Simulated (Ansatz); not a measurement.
**CHOSe+ (SMILES [OH+]=C=[Se]): functionals against CCSD(T) at one geometry**

A test off equilibrium: a structure displaced at random from a GFN2-xTB minimum is computed at several levels, and each is set against CCSD(T).

Program: Ansatz 0.2.0, Gaussian basis. Level of theory: single points in def2-TZVPP. These are calculated values, not measurements.

Correlated methods freeze the cores. Filled d shells of the heavier atoms are correlated.

**1. Where the work starts**

SMILES `[OH+]=C=[Se]`, 4 atoms, charge 1, spin multiplicity 1.

Atoms are counted from 1 here; the program's logs count them from 0.

Bond lengths: O1–C2 1.195 Å, O1–H4 1.247 Å, C2–Se3 1.647 Å. Angles: C2–O1–H4 109.7°, O1–C2–Se3 167.5°.

Geometry (Å):

```xyz
4
CHOSe
O    -0.6085    0.4306   -0.4816
C     0.0195   -0.4074    0.0942
Se    0.6060   -1.7719    0.8055
H    -0.0157    1.5254   -0.4078
```

**2. CCSD(T)/def2-TZVPP**

run/in.yaml

```yaml
crystal:
  periodic: [false, false, false]
  atoms:
    - {symbol: O, position_ang: [-0.608500, 0.430600, -0.481600]}
    - {symbol: C, position_ang: [0.019500, -0.407400, 0.094200]}
    - {symbol: Se, position_ang: [0.606000, -1.771900, 0.805500]}
    - {symbol: H, position_ang: [-0.015700, 1.525400, -0.407800]}
basis:
  gaussian: {orbitals: def2-TZVPP}
total_charge: 1
correlation: {method: ccsd_t}
output: {forces: true}
```

No record of the launch command was kept for these runs.

**3. PBE0-D4/def2-TZVPP**

run/in.yaml: that of step 2 with these lines changed.

```diff
@@ -10,3 +10,3 @@
 total_charge: 1
-correlation: {method: ccsd_t}
-output: {forces: true}
+hamiltonian: {xc: pbe0, dispersion: d4}
+output: {forces: true, orbitals: {seedname: orbitals}}
```

**4. wB97M-V/def2-TZVPP**

run/in.yaml: that of step 3 with these lines changed.

```diff
@@ -10,3 +10,3 @@
 total_charge: 1
-hamiltonian: {xc: pbe0, dispersion: d4}
-output: {forces: true, orbitals: {seedname: orbitals}}
+hamiltonian: {xc: {name: wB97M-V}}
+output: {forces: true}
```

**5. r2SCAN-D4/def2-TZVPP**

run/in.yaml: that of step 4 with these lines changed.

```diff
@@ -10,3 +10,3 @@
 total_charge: 1
-hamiltonian: {xc: {name: wB97M-V}}
+hamiltonian: {xc: r2scan, dispersion: d4}
 output: {forces: true}
```

**6. PBE-D4/def2-TZVPP**

run/in.yaml: that of step 5 with these lines changed.

```diff
@@ -10,3 +10,3 @@
 total_charge: 1
-hamiltonian: {xc: r2scan, dispersion: d4}
+hamiltonian: {xc: pbe, dispersion: d4}
 output: {forces: true}
```

**7. LC-wPBE/def2-TZVPP**

run/in.yaml: that of step 6 with these lines changed.

```diff
@@ -10,3 +10,3 @@
 total_charge: 1
-hamiltonian: {xc: pbe, dispersion: d4}
+hamiltonian: {xc: {name: LC-wPBE}}
 output: {forces: true}
```

**8. wB97X-V/def2-TZVPP**

run/in.yaml: that of step 7 with these lines changed.

```diff
@@ -10,3 +10,3 @@
 total_charge: 1
-hamiltonian: {xc: {name: LC-wPBE}}
+hamiltonian: {xc: {name: wB97X-V}}
 output: {forces: true}
```

(Steps that only read results are left out.)

Before running it: what results should come out? Wanted: energy less free atoms, CCSD(T)/def2-TZVPP; RMS force component; RMS force error; HOMO and LUMO, PBE0-D4; T1 diagnostic.

As calculated:

| quantity | value |
| --- | --- |
| energy less free atoms, CCSD(T)/def2-TZVPP | -118.7 kcal/mol |
| RMS force component | 2.493 to 2.761 eV/Å over the methods |
| RMS force error | PBE0-D4 0.455, wB97M-V 0.379, r2SCAN-D4 0.369, PBE-D4 0.293, LC-wPBE 0.579, wB97X-V 0.368 eV/Å |
| HOMO and LUMO, PBE0-D4 | -14.63 and -9.04 eV |
| T1 diagnostic | 0.017 |

Against CCSD(T) the functionals' energies less atoms differ by -38.4 to +0.6 kcal/mol, PBE-D4 by -38.4 kcal/mol. A larger basis would deepen the CCSD(T) value, while the functionals are nearly converged already, so the order here is not reliable. For forces PBE-D4 does best and LC-wPBE worst. Frozen-core CCSD(T) forces in triple zeta carry basis errors of their own, and this is one geometry, so small gaps rank nothing. The restricted Hartree–Fock reference is unstable towards an unrestricted one at one or more of these structures.
